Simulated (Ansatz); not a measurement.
# SeBr− (triplet): from Hartree-Fock to the top rungs, aug-cc-pVDZ

An exercise on one series of results from a longer session: the logs are not shown, and one member is left open.

The runs use Ansatz 0.2.0, Gaussian basis; aug-cc-pVDZ, core rule «outside noble gas», up to 28 orbitals frozen.

The runs, in order: UHF; CCSD(T) on ROHF; CCSD(T) on UHF; BCCD(T) on ROHF; CISD as a restricted active space (open shells left free, so some higher excitations enter); CCSDT(Q) on ROHF; CCSDT(Q) on UHF; CASSCF and MRCISD+Q, 14 electrons in 8 orbitals; CASSCF and NEVPT2, 14 electrons in 8 orbitals.

8 further runs of the same task are left out: 2 that didn't finish, 6 set aside as unsound or not needed. Runs told in other sessions of the task aren't counted.

### What is computed

The geometry is a PBE0/def2-TZVPD stationary point (not a proven minimum) of the parent state, kept for this charge and spin. No spin-orbit coupling is included. The filled d shell of Se, Br may be among the frozen orbitals whatever the setting's name suggests.

2 atoms, charge -1, spin multiplicity 3.

Atoms are counted from 1 here; the program's logs count them from 0.

Bond lengths: Se1–Br2 2.381 Å.

The first run:

File in.yaml:

```yaml
crystal:
  periodic: [false, false, false]
  atoms:
    - {symbol: Se, position_ang: [0.000000, 0.000000, 0.000000]}
    - {symbol: Br, position_ang: [0.000000, 0.000000, 2.381000]}
basis:
  gaussian: {orbitals: aug-cc-pVDZ}
total_charge: -1
magnetization: {spin_polarized: true, initial_magnetization: 2}
hamiltonian: {xc: hf}
output: {orbitals: {seedname: orbitals}}
```

Started as:

```sh
> ansatz run in.yaml --threads 1 --pin off --events-out ev --progress --plain --max-ram 2393MiB
```

Among the steps run: UHF; CCSD(T) on ROHF; CCSD(T) on UHF; BCCD(T) on ROHF; CISD as a restricted active space (open shells left free, so some higher excitations enter); CCSDT(Q) on ROHF; CCSDT(Q) on UHF; CASSCF and MRCISD+Q, 14 electrons in 8 orbitals; CASSCF and NEVPT2, 14 electrons in 8 orbitals.

One of the session's tables, all rows but one given; the rest of the session is left out.

| method | from UCCSDT(Q) (meV) |
| --- | --- |
| ROHF | +7326.8 |
| UHF | +7165.8 |
| RMP2 | +851.8 |
| UMP2 | +896.8 |
| CISD | ? |
| RCCSD | +265.3 |
| UCCSD | +256.5 |
| RCCSD(T) | +45.2 |
| UCCSD(T) | +41.6 |
| BCCD(T) | +44.6 |
| RCCSDT | +22.1 |
| UCCSDT | +17.5 |
| RCCSDT(Q) | +6.1 |
| UCCSDT(Q) | 0 |
| CASSCF valence | +7283.7 |
| NEVPT2 valence | +1686.8 |
| MRCISD valence | +915.5 |
| MRCISD+Q valence | +161.3 |

**Question.** Estimate the row for CISD.

**Answer.** from UCCSDT(Q) (meV): +905.7. In the column «from UCCSDT(Q) (meV)» it lies between UMP2 (+896.8) and MRCISD valence (+915.5).

Caveats from the session: Restricted and unrestricted rows rest on different reference determinants; a gap between their highest levels can come from leftover correlation error, from unlike frozen cores or from another state.
